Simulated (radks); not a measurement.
# Ni⁺ in [Ar] 3d9: an all-electron calculation

The task here is to estimate one member of a computed series from the others.

The numbers are computed with radks (a radial shooting solver on a logarithmic mesh, Libxc functionals) version 1 (Dirac Kohn-Sham, B86b exchange with PBE correlation, spin-unpolarised, spherical densities, finite nucleus; open shells fill j = l - 1/2 first), except any that are marked as measured or tabulated.

## What is computed

```
element            : nickel (Z = 28)
charge             : +1
electrons          : 27
configuration      : [Ar] 3d9
nuclear rms radius : 3.7757 fm
```

Set-up of the first run:

The run's settings:

```text
Z 28
configuration [Ar] 3d9
relativity Dirac
functional b86_mgc,pbe
spin unpolarised
j_filling energy
nucleus finite rms 3.7757 fm
c 137.035999084
```

Among the steps run: Self-consistent calculation.

One of the session's tables, all rows but one given; the rest of the session is left out.

It belongs to the step «Shells». From the orbitals of this run (lengths in bohr):

```
level      <r>  outermost maximum (interpolated)  90 % within  nodes
1s1/2  0.05408                            0.0354       0.0966      0
2s1/2   0.2447                             0.205        0.379      1
2p1/2   0.2130                             0.163        0.349      0
2p3/2   0.2163                             0.166        0.354      0
3s1/2   0.7436                             0.641         1.12      2
3p1/2   0.7782                             0.644         1.21      1
3p3/2   0.7887                             0.651         1.22      1
3d3/2    1.067                             0.637         1.92      0
3d5/2        ?                                 ?            ?      ?
```

Estimate the missing values for 3d5/2.

As computed: <r>: 1.077; outermost maximum (interpolated): 0.640; 90 % within: 1.94; nodes: 0. In the column «<r>» it is the highest.

Caveats from the session: Spin polarisation and multiplet splitting are left out.
